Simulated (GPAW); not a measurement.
The system is GeW.

```
CELL_PARAMETERS angstrom
0.00000 2.57761 2.57761
2.57761 0.00000 2.57761
2.57761 2.57761 0.00000
ATOMIC_POSITIONS crystal
Ge 0.50000 0.50000 0.50000
W 0.00000 0.00000 0.00000
```

The cell was built by a generator and needn't be a form met in nature.

* Program: GPAW 26.7.0
* Task: relaxation of cell and atoms
* Functional: PBEsol
* Potentials or basis: PAW data sets generated in the run's folder for this functional
* Cutoff: 600 eV
* Basis: pw
* k mesh: 8 × 8 × 8
* Occupations: fermi-dirac, width 0.05 eV
* Spin: no spin polarisation

At the start: pressure -5.4 GPa; volume 17.13 Å³/atom.

Task: How do energy, volume and symmetry change on relaxing?

Result: Over 3 steps the energy falls by 9.0 meV/atom and the volume is 16.60 Å³/atom (-3.1 %); space group Fm-3m (No. 225, to 0.05 Å).

The path:
```tsv
step	energy change (eV)	largest force (eV/Å)	pressure (GPa)	volume (Å³)
1	0.0000	0.0000	-5.41	34.25
2	-0.0116	0.0000	-3.32	33.83
3	-0.0181	0.0000	0.14	33.19
```

Final structure:
```
Ge W
1.0
     0.00000    2.55076    2.55076
     2.55076    0.00000    2.55076
     2.55076    2.55076    0.00000
Ge W
1 1
Cartesian
  2.5508 2.5508 2.5508
  0.0000 0.0000 0.0000
```

Caveat: later steps reuse the first step's grids.
